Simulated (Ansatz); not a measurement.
# GeH₄Cl (doublet): wave-function methods side by side at distance Cl1–H2 along a hydrogen transfer = 1.398 Å, cc-pVDZ

Aim: climb from Hartree-Fock through coupled cluster and multireference methods for GeH₄Cl (doublet) at one geometry and basis, and see what each rung misses.

The runs use Ansatz 0.2.0, Gaussian basis; cc-pVDZ, core rule «outside noble gas», up to 19 orbitals frozen.

Plan: UHF; CCSD(T) on ROHF; CCSD(T) on UHF; BCCD(T) on ROHF; CISD; CCSDT(Q) on ROHF; CCSDT(Q) on UHF; CASSCF and MRCISD+Q, 3 electrons in 3 orbitals; CASSCF and NEVPT2, 3 electrons in 3 orbitals; CASSCF and MRCISD+Q, 15 electrons in 12 orbitals; CASSCF and NEVPT2, 15 electrons in 12 orbitals.

### Step 1. The geometry

The geometry derives from fragments relaxed apart (PBE0/def2-TZVP) and kept rigid, so it is no stationary point. A hydrogen atom is moved between rigid fragments. No spin-orbit coupling is included. The filled d shell of Ge may be among the frozen orbitals whatever the setting's name suggests; the logs give the count.

6 atoms, charge 0, spin multiplicity 2.

Atoms are counted from 1 here; the program's logs count them from 0.

Bond lengths: Cl1–H2 1.398 Å, Ge3–H4 1.539 Å, Ge3–H5 1.539 Å, Ge3–H6 1.539 Å. Angles: H4–Ge3–H5 111.2°, H4–Ge3–H6 111.2°, H5–Ge3–H6 111.2°.

### Step 2. UHF

in.yaml

```yaml
crystal:
  periodic: [false, false, false]
  atoms:
    - {symbol: Cl, position_ang: [-2.485593, 0.000001, -0.000001]}
    - {symbol: H, position_ang: [-1.087593, 0.000000, 0.000000]}
    - {symbol: Ge, position_ang: [1.160407, 0.000000, 0.000000]}
    - {symbol: H, position_ang: [1.629075, -1.465915, 0.000001]}
    - {symbol: H, position_ang: [1.629076, 0.732957, -1.269519]}
    - {symbol: H, position_ang: [1.629075, 0.732957, 1.269520]}
basis:
  gaussian: {orbitals: cc-pVDZ}
magnetization: {spin_polarized: true, initial_magnetization: 1}
hamiltonian: {xc: hf}
output: {orbitals: {seedname: orbitals}}
```

Run with:

```
ansatz run in.yaml --threads 1 --pin off --events-out ev --progress --plain --max-ram 2816MiB --backend cpu
```

Further steps of the session: CCSD(T) on ROHF; CCSD(T) on UHF; BCCD(T) on ROHF; CISD; CCSDT(Q) on ROHF; CCSDT(Q) on UHF; CASSCF and MRCISD+Q, 3 electrons in 3 orbitals; CASSCF and NEVPT2, 3 electrons in 3 orbitals; CASSCF and MRCISD+Q, 15 electrons in 12 orbitals; CASSCF and NEVPT2, 15 electrons in 12 orbitals.

**Question.** What will the summary of the whole plan be? Wanted: UCCSDT(Q) below the RHF energy; RMP2 from UCCSDT(Q); UMP2 from UCCSDT(Q); RCCSD from UCCSDT(Q); RCCSD(T) from UCCSDT(Q); UCCSD(T) from UCCSDT(Q); RCCSDT(Q) from UCCSDT(Q); NEVPT2 pair from UCCSDT(Q); MRCISD+Q pair from UCCSDT(Q).

The runs gave:

| quantity | value |
| --- | --- |
| UCCSDT(Q) below the RHF energy | -7.9801 eV |
| RMP2 from UCCSDT(Q) | +125.5 kJ/mol |
| UMP2 from UCCSDT(Q) | +125.5 kJ/mol |
| RCCSD from UCCSDT(Q) | +17.3 kJ/mol |
| RCCSD(T) from UCCSDT(Q) | +3.6 kJ/mol |
| UCCSD(T) from UCCSDT(Q) | +3.3 kJ/mol |
| RCCSDT(Q) from UCCSDT(Q) | +0.3 kJ/mol |
| NEVPT2 pair from UCCSDT(Q) | +122.8 kJ/mol |
| MRCISD+Q pair from UCCSDT(Q) | +6.6 kJ/mol |
| NEVPT2 valence from UCCSDT(Q) | +142.8 kJ/mol |
| levels within 1 kcal/mol (43 meV) | RCCSD(T), UCCSD(T), BCCD(T), RCCSDT, UCCSDT, RCCSDT(Q), MRCISD+Q valence |
| T1 diagnostic | 0.013 |
| effectively unpaired electrons | 1.02 |

RCCSD(T) lands +3.6 kJ/mol from the yardstick (0.5 % of the correlation energy). One determinant dominates. Of the multireference levels listed MRCISD+Q valence comes nearest in total energy (+3.9 kJ/mol), which doesn't show that its space is the better one. These misses are within one basis, not against nature; the frozen cores of restricted and unrestricted runs differ, which can shift their rows.
